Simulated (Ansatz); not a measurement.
# One shape, several levels: triplet CH5BN2

Wanted: a comparison of 6 runs (UB3LYP/6-31G*, U-revPBE/cc-pVDZ, UB3LYP/cc-pVDZ, UBLYP/cc-pVDZ, UCAM-B3LYP/cc-pVDZ, UCCSD/cc-pVDZ) of triplet CH5BN2. 

Program for the calculation: Ansatz 0.2.0.

74 further runs of the same task are left out: 74 set aside as unsound or not needed.

### Step 1. The molecule

CH5BN2: 9 atoms, total charge 0, spin state triplet. As SMILES of the parent species, `NC1BN1`. The coordinates come from a PBE0-D4/def2-TZVP relaxation. This is one conformer, not always the lowest. That shape belongs to the parent species and isn't relaxed for this state.

Bond lengths: N1–C2 1.431 Å, C2–B3 1.561 Å, C2–N4 1.467 Å, B3–N4 1.341 Å, N1–H5 1.010 Å, N1–H6 1.010 Å, C2–H7 1.092 Å, B3–H8 1.184 Å, N4–H9 1.004 Å. Some angles: N1–C2–B3 121.1°, N1–C2–N4 117.3°, B3–C2–N4 52.5°, C2–B3–N4 60.2°, C2–N4–B3 67.4°, N1–C2–H7 115.1°, B3–C2–H7 121.0°, N4–C2–H7 113.6°, C2–N1–H5 112.4°, C2–N1–H6 112.7°.

### Step 2. The energy at UB3LYP/6-31G(d) (Cartesian functions) (run 1)

input.yaml reads:

```yaml
crystal:
  periodic: [false, false, false]
  atoms:
    - {symbol: N, position_ang: [0.142900, 1.194400, -0.640600]}
    - {symbol: C, position_ang: [-0.364200, -0.077200, -0.222300]}
    - {symbol: B, position_ang: [0.591200, -1.194100, 0.303200]}
    - {symbol: N, position_ang: [-0.130500, -0.469900, 1.171500]}
    - {symbol: H, position_ang: [0.784000, 1.117400, -1.417000]}
    - {symbol: H, position_ang: [-0.589900, 1.842600, -0.892400]}
    - {symbol: H, position_ang: [-1.366400, -0.317200, -0.582700]}
    - {symbol: H, position_ang: [1.414200, -2.039000, 0.194700]}
    - {symbol: H, position_ang: [-0.392800, -0.103200, 2.068300]}
basis:
  gaussian:
    orbitals: "6-31G*"
magnetization:
  spin_polarized: true
  initial_magnetization: 2
hamiltonian:
  xc: {name: B3LYP}
accuracy: high
output: {orbitals: {seedname: orbitals}}
```

Run with:

```bash
$ ansatz run input.yaml --threads 1 --pin off --max-ram 3480MiB --events-out events.jsonl --progress --plain --runs-dir runs
```

The log of the run:

```text
Warning: RAYON_NUM_THREADS=1 ignored (pool sized by the plan → 1); use --threads N
Functional definition: B3LYP
  name "B3LYP"
  parameter a0 = 0.2
  parameter ax = 0.72
  parameter ac = 0.81
  exchange = (1 - a0 - ax)*slater_x + ax*b88_x + a0*exact_x
  correlation = (1 - ac)*vwn_rpa_c + ac*lyp_c
1649 factors; integrals over basis functions are off by at most 2.8e-9 eV
mean field evaluation 1: about -4761.0434 eV, gradient 3.9e1 eV
mean field evaluation 2: about -4742.5083 eV, gradient 6.6e1 eV
mean field evaluation 4: about -4767.5692 eV, gradient 7.9e0 eV
mean field evaluation 8: about -4767.9320 eV, gradient 1.7e0 eV
mean field evaluation 16: about -4768.1055 eV, gradient 1.7e-2 eV
mean field evaluation 32: about -4768.1055 eV, gradient 6.5e-7 eV
mean field -4768.10553830 eV, -175.2246465946 hartree, gradient 3.6e-8 eV, S^2 2.005974; 4 other end points of the search recorded, 0 dependent functions left out
reference -4768.10557230 eV, -175.2246478439 hartree; 16, 14 occupied and 54, 56 virtual orbitals, 1649 factors
Total energy: -4768.10557230 eV, -175.2246478439 hartree
```

Wall time 13 s (1 thread of Arm Neoverse V2, shared host); peak memory 0.28 GiB.

### Step 3. The energy at U-revPBE/cc-pVDZ (run 2)

run.yaml reads:

```yaml
basis:
  gaussian: {orbitals: cc-pVDZ}
crystal:
  periodic: [false, false, false]
  atoms:
    - {symbol: N, position_ang: [0.142900, 1.194400, -0.640600]}
    - {symbol: C, position_ang: [-0.364200, -0.077200, -0.222300]}
    - {symbol: B, position_ang: [0.591200, -1.194100, 0.303200]}
    - {symbol: "N", position_ang: [-0.130500, -0.469900, 1.171500]}
    - {symbol: H, position_ang: [0.784000, 1.117400, -1.417000]}
    - {symbol: H, position_ang: [-0.589900, 1.842600, -0.892400]}
    - {symbol: H, position_ang: [-1.366400, -0.317200, -0.582700]}
    - {symbol: H, position_ang: [1.414200, -2.039000, 0.194700]}
    - {symbol: H, position_ang: [-0.392800, -0.103200, 2.068300]}
output: {orbitals: {seedname: orbitals}}
hamiltonian: {xc: {name: revPBE}}
magnetization: {spin_polarized: true, initial_magnetization: 2}
accuracy: high
```

Run with:

```bash
$ ansatz run run.yaml --threads 1 --pin off --max-ram 3480MiB --events-out events.jsonl --progress --plain --runs-dir runs
```

The log of the run:

```text
Warning: RAYON_NUM_THREADS=1 ignored (pool sized by the plan → 1); use --threads N
Functional definition: revPBE
  name "revPBE"
  parameter kappa = 1.245
  parameter beta = 0.06672455060314922
  exchange = pbe_x(kappa = kappa, mu = beta*pi^2/3)
  correlation = pbe_c(beta = beta)
1915 factors; integrals over basis functions are off by at most 3.1e-9 eV
mean field evaluation 1: about -4757.0727 eV, gradient 4.4e1 eV
mean field evaluation 2: about -4689.5693 eV, gradient 1.1e2 eV
mean field evaluation 4: about -4759.7574 eV, gradient 3.6e1 eV
mean field evaluation 8: about -4767.3634 eV, gradient 2.4e0 eV
mean field evaluation 16: about -4767.3882 eV, gradient 1.7e-3 eV
mean field evaluation 32: about -4764.0949 eV, gradient 1.4e1 eV
mean field evaluation 64: about -4767.0102 eV, gradient 9.2e0 eV
mean field -4767.38821104 eV, -175.1982853038 hartree, gradient 4.9e-8 eV, S^2 2.004734; 6 other end points of the search recorded, 0 dependent functions left out
reference -4767.38821538 eV, -175.1982854635 hartree; 16, 14 occupied and 65, 67 virtual orbitals, 1915 factors
Total energy: -4767.38821538 eV, -175.1982854635 hartree
```

It took 16 s on 1 thread of Arm Neoverse V2, shared host; peak memory 0.27 GiB.

Runs 3 to 5 aren't shown in full; the table further down has their settings and results.

### Step 4. A single-point energy at UCCSD/cc-pVDZ (run 6)

job.yaml reads:

```yaml
crystal:
  periodic: [false, false, false]
  atoms:
    - {symbol: N, position_ang: [0.142900, 1.194400, -0.640600]}
    - {symbol: C, position_ang: [-0.364200, -0.077200, -0.222300]}
    - {symbol: B, position_ang: [0.591200, -1.194100, 0.303200]}
    - {symbol: N, position_ang: [-0.130500, -0.469900, 1.171500]}
    - {symbol: H, position_ang: [0.784000, 1.117400, -1.417000]}
    - {symbol: H, position_ang: [-0.589900, 1.842600, -0.892400]}
    - {symbol: H, position_ang: [-1.366400, -0.317200, -0.582700]}
    - {symbol: H, position_ang: [1.414200, -2.039000, 0.194700]}
    - {symbol: H, position_ang: [-0.392800, -0.103200, 2.068300]}
basis:
  gaussian:
    orbitals: cc-pVDZ
total_charge: 0
magnetization:
  spin_polarized: true
  initial_magnetization: 2
correlation:
  method: ccsd
  frozen_orbitals: {B: 1, C: 1, H: 0, "N": 1}
accuracy: high
scf:
  omitted_lower_state_checks: [cluster_reference, increment]
```

Run with:

```bash
$ ansatz run job.yaml --threads 1 --pin off --max-ram 3480MiB --events-out events.jsonl --progress --plain --runs-dir runs
```

The log of the run, cut to the lines that bear on the results:

```text
Warning: RAYON_NUM_THREADS=1 ignored (pool sized by the plan → 1); use --threads N
Functional definition: HF
  name "HF"
[...]
1915 factors; integrals over basis functions are off by at most 3.1e-9 eV
[...]
mean field -4738.86717920 eV, -174.1501567162 hartree, gradient 3.1e-8 eV, S^2 2.029621; 9 other end points of the search recorded, 0 dependent functions left out
4 core orbitals not correlated: weight in the atoms' cores, before any rotation towards them, 1.000 or more for the frozen orbitals, at most 0.000 for the correlated occupied ones
reference -4738.86717920 eV, -174.1501567162 hartree; 12, 10 occupied and 65, 67 virtual orbitals, 1915 factors
second order -13.95461531 eV of doubles, -0.00000000 eV of singles
cycle   1  -14.72689399 eV  change   -7.7e-1 eV  update   8.4e-2
[...]
cycle  41  -15.27919076 eV  change    1.3e-9 eV  update   1.8e-9
Total energy: -4754.14636996 eV, -174.7116566199 hartree
Checks for a lower state left out: cluster_reference, increment
```

Run time: 72 s. Hardware: 1 thread of Arm Neoverse V2, shared host; peak memory 0.87 GiB.

### Step 5. The series

```tsv
run	level	Cartesian functions	frozen core orbitals	energy (Eh)	HOMO energy (eV)	⟨S²⟩	wall time
1	UB3LYP/6-31G* (Cartesian functions)	yes	–	-175.224648	-1.38	2.006	13 s
2	U-revPBE/cc-pVDZ	no	–	-175.198285	-0.78	2.005	16 s
3	UB3LYP/cc-pVDZ	no	–	-175.241641	-1.63	2.006	14 s
4	UBLYP/cc-pVDZ	no	–	-175.167986	-0.61	2.004	17 s
5	UCAM-B3LYP/cc-pVDZ	no	–	-175.140661	-3.21	2.007	15 s
6	UCCSD/cc-pVDZ	no	4	-174.711657	–	2.030	72 s
```

### Step 6. Results

| quantity | value |
| --- | --- |
| run 6: total energy | -174.71166 Eh |
| run 6: correlation energy (4 core orbitals frozen) | -561.5 mEh |
| run 6: ⟨S²⟩ of the reference determinant | 2.030 |
| run 6: T1 diagnostic | 0.050 |

What this shows: Totals of different functionals can't be ranked against each other. All runs together took 2.4 min, the longest 72 s.
